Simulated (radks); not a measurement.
# Valence configurations of Cl

The task here is to estimate one member of a computed series from the others.

Method: scalar-relativistic Kohn-Sham, BLYP, spin-unpolarised, spherical densities, point nucleus. Code: radks (a radial shooting solver on a logarithmic mesh, Libxc functionals) version 1.

### Starting point

```
element       : chlorine (Z = 17)
charge        : 0
electrons     : 17
configuration : [Ne] 3s2 3p5
others tried  : 3s1.5 3p5.5; 3s1 3p6
```

Outer shells as boxes (Hund's rule):

Cl
```
[Ne] core
3s [↑↓]
3p [↑↓][↑↓][↑ ]
```

The first run:

The run's settings:

```text
Z 17
configuration [Ne] 3s2 3p5
relativity scalar-relativistic
functional b88,lyp
spin unpolarised
nucleus point
c 137.035999084
```

Steps of the session up to this table: [Ne] 3s2 3p5.

One of the session's tables, all rows but one given; the rest of the session is left out.

It belongs to the step «[Ne] 3s2 3p5». Sizes of the orbitals, from the radial functions (bohr):

```
level      <r>  outermost maximum (interpolated)  90 % within  nodes
   1s  0.09097                            0.0595        0.162      0
   2s   0.4446                             0.362        0.696      1
   2p   0.4070                             0.301        0.676      0
   3s        ?                                 ?            ?      ?
   3p    1.849                              1.42         2.95      1
```

**Question.** Estimate the row for 3s.

**Answer.** <r>: 1.533; outermost maximum (interpolated): 1.28; 90 % within: 2.33; nodes: 2. In the column «<r>» it lies between 2s (0.4446) and 3p (1.849).
